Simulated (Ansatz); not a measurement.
# C₄H₉LiN₂: one species, many methods

The task here is to estimate one member of a computed series from the others.

Computed with Ansatz 0.2.0, Gaussian basis. Level: functionals in def2-TZVPP, the program's frozen cores in correlated methods.

Levels to be run: LDA (SPW92), PBE-D4, revPBE-D4, BLYP-D4, r2SCAN-D4, B97M-V, PBE0-D4, B3LYP-D4, r2SCANh-D4, r2SCAN0-D4, HSE06-D4, BHLYP-D4, CAM-B3LYP-D4, LC-ωPBE, ωB97X-V, ωB97M-V, B2PLYP, PBE-QIDH; CCSD(T)/def2-SVP; MP2/def2-TZVPP; MP2/def2-QZVPP; RPA on PBE.

## The geometry

An earlier PBE0-D4 in a triple-zeta def2 set relaxation fixed the geometry.

16 atoms, charge 0, spin multiplicity 1.

Atoms are counted from 1 here; the program's logs count them from 0.

Bond lengths: C1–C2 1.506 Å, C1–H8 1.093 Å, C1–H9 1.087 Å, C1–H10 1.093 Å, C2–N3 1.329 Å, C2–Li5 2.189 Å, C2–N6 1.327 Å, N3–C4 1.432 Å, N3–Li5 1.869 Å, C4–H11 1.092 Å, C4–H12 1.102 Å, C4–H13 1.102 Å, Li5–N6 1.872 Å, N6–C7 1.433 Å, C7–H14 1.101 Å, C7–H15 1.101 Å, C7–H16 1.093 Å. Angles: C2–C1–H8 110.0°, C2–C1–H9 112.6°, C2–C1–H10 110.1°, H8–C1–H9 108.6°, H8–C1–H10 106.7°, H9–C1–H10 108.6°, C1–C2–N3 120.5°, C1–C2–Li5 178.7°, C1–C2–N6 123.0°, N3–C2–Li5 58.2°, N3–C2–N6 116.5°, Li5–C2–N6 58.3°, C2–N3–C4 119.9°, C2–N3–Li5 84.6°, C4–N3–Li5 155.5°, N3–C4–H11 109.3°, N3–C4–H12 113.6°, N3–C4–H13 113.6° and more.

Set-up of the first run:

File in.yaml:

```yaml
crystal:
  periodic: [false, false, false]
  atoms:
    - {symbol: C, position_ang: [0.265632, -0.360667, 1.147907]}
    - {symbol: C, position_ang: [-0.064313, 0.082978, -0.252763]}
    - {symbol: N, position_ang: [0.597951, -0.415614, -1.291855]}
    - {symbol: C, position_ang: [1.633938, -1.381039, -1.080205]}
    - {symbol: Li, position_ang: [-0.510631, 0.694997, -2.307047]}
    - {symbol: N, position_ang: [-1.010813, 0.972811, -0.524691]}
    - {symbol: C, position_ang: [-1.784620, 1.570488, 0.523227]}
    - {symbol: H, position_ang: [0.121018, -1.440076, 1.242587]}
    - {symbol: H, position_ang: [-0.342712, 0.137745, 1.898779]}
    - {symbol: H, position_ang: [1.318713, -0.164544, 1.365122]}
    - {symbol: H, position_ang: [2.057112, -1.674504, -2.043526]}
    - {symbol: H, position_ang: [1.283613, -2.305860, -0.595023]}
    - {symbol: H, position_ang: [2.470566, -1.004533, -0.470473]}
    - {symbol: H, position_ang: [-2.372103, 0.846164, 1.107973]}
    - {symbol: H, position_ang: [-1.184539, 2.151137, 1.240476]}
    - {symbol: H, position_ang: [-2.501709, 2.267918, 0.083812]}
basis:
  gaussian: {orbitals: def2-TZVPP}
hamiltonian: {xc: lda}
output: {orbitals: {seedname: orbitals}}
```

On the command line:

```bash
ansatz run in.yaml --threads 4 --pin off --events-out ev --progress --plain --max-ram 11315MiB
```

Steps of the session up to this table: LDA; PBE-D4 (GGA); revPBE-D4 (GGA); BLYP-D4 (GGA); r2SCAN-D4 (meta-GGA); B97M-V (meta-GGA); B3LYP-D4 (hybrid); r2SCANh-D4 (hybrid); r2SCAN0-D4 (hybrid); HSE06-D4 (hybrid); BHLYP-D4 (hybrid); CAM-B3LYP-D4 (range-separated); LC-ωPBE (range-separated); ωB97X-V (range-separated); ωB97M-V (range-separated); B2PLYP (double hybrid); PBE-QIDH (double hybrid).

One of the session's tables, all rows but one given; the rest of the session is left out.

It belongs to the step «Orbital energies across the functionals». 

| functional | HOMO (eV) | gap (eV) |
| --- | --- | --- |
| LDA (SPW92) | -3.88 | 3.09 |
| PBE-D4 | -3.73 | 2.85 |
| revPBE-D4 | -3.67 | 2.71 |
| BLYP-D4 | -3.62 | 2.70 |
| r2SCAN-D4 | -3.89 | 3.72 |
| B97M-V | -3.95 | 3.19 |
| PBE0-D4 | -4.84 | 4.49 |
| B3LYP-D4 | -4.65 | 4.05 |
| r2SCANh-D4 | -4.31 | 4.26 |
| r2SCAN0-D4 | -4.96 | 5.06 |
| HSE06-D4 | -4.44 | 3.82 |
| BHLYP-D4 | -5.89 | 5.84 |
| CAM-B3LYP-D4 | -6.13 | 6.22 |
| LC-ωPBE | -7.39 | 8.23 |
| ωB97X-V | -7.08 | 7.90 |
| ωB97M-V | ? | ? |

**Question.** Estimate the row for ωB97M-V.

**Answer.** HOMO (eV): -7.03; gap (eV): 7.20. In the column «HOMO (eV)» it lies between ωB97X-V (-7.08) and CAM-B3LYP-D4 (-6.13).
